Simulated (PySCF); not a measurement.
# PtO₃: structure of the triplet

Where does triplet PtO₃ go from a PBE0 minimum start, is the end point a minimum, and what are its modes, charges and moments?

The runs use PySCF 2.14.0; PBE0, basis Pt def2-SVP with ECP60, O def2-SVP, scalar-relativistic core potentials, no spin–orbit coupling, density fitting.

## Step 1: Where the work starts

4 atoms, charge 0, spin multiplicity 3.

Bond lengths: Pt1–O2 1.733 Å, Pt1–O3 1.733 Å, Pt1–O4 1.734 Å. Angles: O2–Pt1–O3 120.2°, O2–Pt1–O4 120.2°, O3–Pt1–O4 119.6°.

Z-matrix (Å, degrees; charge 0 multiplicity 3):
```
Pt
O  1 1.7333
O  1 1.7334 2 120.19
O  1 1.7335 2 120.20 3 -180.00
```

## Step 2: The SCF at the typed geometry

The steps below are one call of a driver around PySCF. For each, scf.py gives the equivalent set-up of the SCF; relaxations use the driver's own optimiser. After this first run the driver tries any further starts and a stability analysis.

scf.py

```python
from pyscf import gto, scf, dft
mol = gto.M(atom='''
Pt     0.000007    -0.000006     0.000679
O      0.021856    -0.014055     1.733803
O      1.487204     0.010794    -0.889808
O     -1.509150     0.003328    -0.852266''',
    basis={'Pt': 'def2-SVP', 'O': 'def2-SVP'},
    ecp={'Pt': 'def2-SVP'},
    charge=0, spin=2)
mf = dft.UKS(mol, xc='PBE0')
mf.grids.atom_grid = (50, 194)
aux = {'Pt': 'def2-universal-JKFIT', 'O': 'def2-universal-JKFIT'}
mf = mf.density_fit(auxbasis=aux)
mf.conv_tol = 1e-08
mf.diis_space = 10
mf.max_cycle = 60
mf.init_guess = 'minao'
mf.verbose = 4
mf.kernel()
```

Run with:

```bash
OMP_NUM_THREADS=2 python axn.py task.json out
```

After this run come: Relaxing the triplet from the PBE0 minimum start; Hessian and properties.

Q: Predict the outcome of this session. Wanted: minimum; geometry; wavenumbers; dipole moment; highest occupied, lowest empty level; polar-tensor charge of Pt1; zero-point energy; atomisation energy; ⟨S²⟩.

**Answer**, as computed:

```
                                          quantity                                      value
                                           minimum                               triplet, D3h
                                          geometry      Pt–O 1.733 Å (×3); O–Pt–O 120.0° (×3)
                                wavenumbers (cm⁻¹)  254 (a2''), 263 (e'), 852 (e'), 919 (a1')
                                     dipole moment                                     0.00 D
highest occupied, lowest empty level (either spin)                            -9.37, -5.02 eV
                        polar-tensor charge of Pt1                                    +0.69 e
                                 zero-point energy                                20.4 kJ/mol
                               entropy at 298.15 K                            299.2 J/(mol K)
         atomisation energy (no zero-point energy)                                 997 kJ/mol
                                              ⟨S²⟩                                      2.018
```

What this shows: The PBE0 minimum start keeps its D3h symmetry and ends in a minimum. The strongest infrared band lies at 852 cm⁻¹ (e', stretch). Pt1 has a polar-tensor charge of +0.7 e (a dipole derivative, not a static charge), yet symmetry cancels the bond dipoles. Other starts or spin states, not run here, may lie lower. Open d and f shells are described by one determinant, and the ground state may have another occupation or spin. Spin–orbit coupling, left out here, can matter for elements this heavy.
